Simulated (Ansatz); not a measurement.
# BClFH3O: the cost of one run

All numbers below are computed with Ansatz 0.2.0 (RHF/def2-SVPD).

## 1. Starting point

Bond lengths: B1–F2 1.670 Å, B1–Cl3 1.860 Å, B1–H4 1.190 Å, B1–O5 1.710 Å, O5–H6 1.010 Å, F2–H7 1.041 Å, O5–H7 1.132 Å. Angles: B1–F2–H7 80.7°, F2–B1–Cl3 120.0°, F2–B1–H4 120.0°, F2–B1–O5 71.6°, Cl3–B1–H4 120.0°, Cl3–B1–O5 88.5°, H4–B1–O5 110.0°, B1–O5–H6 109.5°, B1–O5–H7 76.7°, H6–O5–H7 60.4°, F2–H7–O5 131.0°.

Structure file:

```xyz
7

B     0.0000    0.0000    0.0000
F     0.0000    0.0000    1.6700
Cl    1.6108    0.0000   -0.9300
H    -1.0305    0.0000   -0.5950
O     0.3647    1.5813    0.5392
H     1.1213    1.5436    1.2072
H     0.2309    1.0013    1.5024
```

## 2. Pulling towards end A

Springs on the bonds that form and break draw the guess towards this end; the thresholds are loose.

input.yaml

```yaml
crystal:
  periodic: [false, false, false]
  atoms:
    - { symbol: B, position_ang: [0.0, 0.0, 0.0] }
    - { symbol: F, position_ang: [0.0, 0.0, 1.67] }
    - { symbol: Cl, position_ang: [1.6108, 0.0, -0.93] }
    - { symbol: H, position_ang: [-1.0305, 0.0, -0.595] }
    - { symbol: O, position_ang: [0.3647, 1.5813, 0.5392] }
    - { symbol: H, position_ang: [1.1213, 1.5436, 1.2072] }
    - { symbol: H, position_ang: [0.2309, 1.0013, 1.5024] }
basis:
  gaussian: { orbitals: def2-SVPD }
hamiltonian:
  xc: hf
relax:
  f_tol: 0.15
  max_steps: 25
  restrain:
    - { distance: [0, 4], at: 2.61, k: 30.0 }
    - { distance: [6, 1], at: 2.12, k: 30.0 }
    - { distance: [0, 1], at: 1.32, k: 30.0 }
    - { distance: [6, 4], at: 1.01, k: 30.0 }
```

Launch:

```
$ ansatz run input.yaml --threads 2 --pin off --max-ram 3072MiB --backend cpu --events-out ev --progress --plain --runs-dir out
```

Q: Estimate wall time and peak memory on 2 threads of Arm Neoverse V1, shared host.

About 17 s, with a peak of 0.24 GiB.
